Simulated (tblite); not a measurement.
# C3H11NOSi2: the cost of one run

The runs use tblite 0.8.0 and PySCF 2.14.0, with density-fitted response routines of our own; the level of theory stands in each step. All values are computed, except where a source is named. Atoms count from 0, in the outputs and in this text.

**1. The starting structure**

18 atoms, charge 0, multiplicity 1; geometry from: force field or distance geometry start.

Bonds of the start (Å): C0–C1 1.33, C1–C2 1.48, C2–Si3 1.85, Si3–O4 1.72, Si3–Si5 2.23, Si5–N6 1.79, C0–H7 1.08, C0–H8 1.10, C1–H9 1.08, C2–H10 1.13, C2–H11 1.10, Si3–H12 1.44, O4–H13 0.98, Si5–H14 1.47, Si5–H15 1.46, N6–H16 1.06, N6–H17 1.05.

**2. Relaxing the molecule with GFN2-xTB**

The job: settings as JSON, then the geometry in Å.

```
{"job": {"kind": "relax", "xc": "GFN2-xTB", "basis": "xTB"}, "charge": 0, "multiplicity": 1}
C     -2.339100    -1.494500    -0.020600
C     -1.748900    -0.376500     0.382800
C     -1.392700     0.748100    -0.503900
Si     0.420500     1.127900    -0.571400
O      0.855800     2.376600     0.527600
Si     1.461300    -0.761000     0.007200
N      2.882600    -0.344600     1.015600
H     -2.635700    -1.659500    -1.047000
H     -2.564200    -2.290500     0.704500
H     -1.493400    -0.295700     1.432800
H     -1.999800     1.644800    -0.191100
H     -1.705400     0.501800    -1.531100
H      0.746100     1.444200    -1.940100
H      0.201900     3.106900     0.538700
H      0.541800    -1.612700     0.784600
H      1.827400    -1.468800    -1.212000
H      3.376000     0.506000     0.626700
H      3.556900    -1.146000     0.985300
```

Started as:

```bash
> OMP_NUM_THREADS=1 python probes_run.py task.json out
```

The driver reads the jobs from task.json and runs them one after another.

**Question.** How long does this first job take on 1 thread of Arm Neoverse N1, shared host, and how much memory does it need?

About 2.3 s, with a peak of 0.18 GiB.
